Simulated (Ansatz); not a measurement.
# ZrH: the cost of one run

Method: DFT r²SCAN, scalar-relativistic, plane waves, PAW, in Ansatz 0.2.0.

3 further runs of the same task are left out: 3 set aside as unsound or not needed.

### Step 1. Starting point

It takes space group P4_2/mmc (No. 131, tetragonal). Conventional cell: a = 3.243 Å, b = 3.243 Å, c = 4.948 Å, α = 90.00°, β = 90.00°, γ = 90.00°. Around Zr (site symmetry mmm) lie 4 H at 2.04 Å. H (site symmetry -4m2) has 4 Zr at 2.04 Å as nearest neighbours.

As a file:

```
Zr H
1.0
     3.24279    0.00000    0.00000
     0.00000    3.24279    0.00000
     0.00000    0.00000    4.94800
Zr H
2 2
Cartesian
  0.0000 1.6214 0.0000
  1.6214 0.0000 2.4740
  0.0000 0.0000 3.7110
  0.0000 0.0000 1.2370
```

The cell is the deposited one, not relaxed. An earlier run on this cell at r²SCAN gave 0.92 GPa at 13.008 Å³/atom (10×10×8 mesh), a metal on this mesh.

### Step 2. Bands on a fine mesh, Fermi surface

File input.yaml:

```yaml
crystal:
  lattice:
    - [3.2427922448, 0.0, 0.0]
    - [0.0, 3.2427922448, 0.0]
    - [0.0, 0.0, 4.9480008336]
  atoms:
    - { symbol: Zr, position: [0.0, 0.5, 0.0] }
    - { symbol: Zr, position: [0.5, 0.0, 0.5] }
    - { symbol: H, position: [0.0, 0.0, 0.75] }
    - { symbol: H, position: [0.0, 0.0, 0.25] }
basis:
  ecutwfc: 500
  ecutrho_ratio: 4
kpoints:
  mp_grid: { grid: [10, 10, 8] }
hamiltonian:
  xc: r2scan
scf:
  occupations: { method: gaussian, width: 0.05 }
output:
  forces: true
  stress: true
  eigenvalues: true
  eigenstates:
    nscf_kmesh: { grid: [14, 14, 10] }
    de_dk: true
    e_range: [-2.5, 2.5]
  write_density: true
  write_potential: true
  elf: true
  volumetric_format: npy
```

Launch:

```bash
$ ansatz run input.yaml --threads 4 --pin off --max-ram 9216MiB --backend cpu --events-out ev --progress --plain --runs-dir out
```

Q: Estimate wall time and peak memory on 4 threads of Arm Neoverse V2, shared host.

About 7.1 s, with a peak of 0.5 GiB.
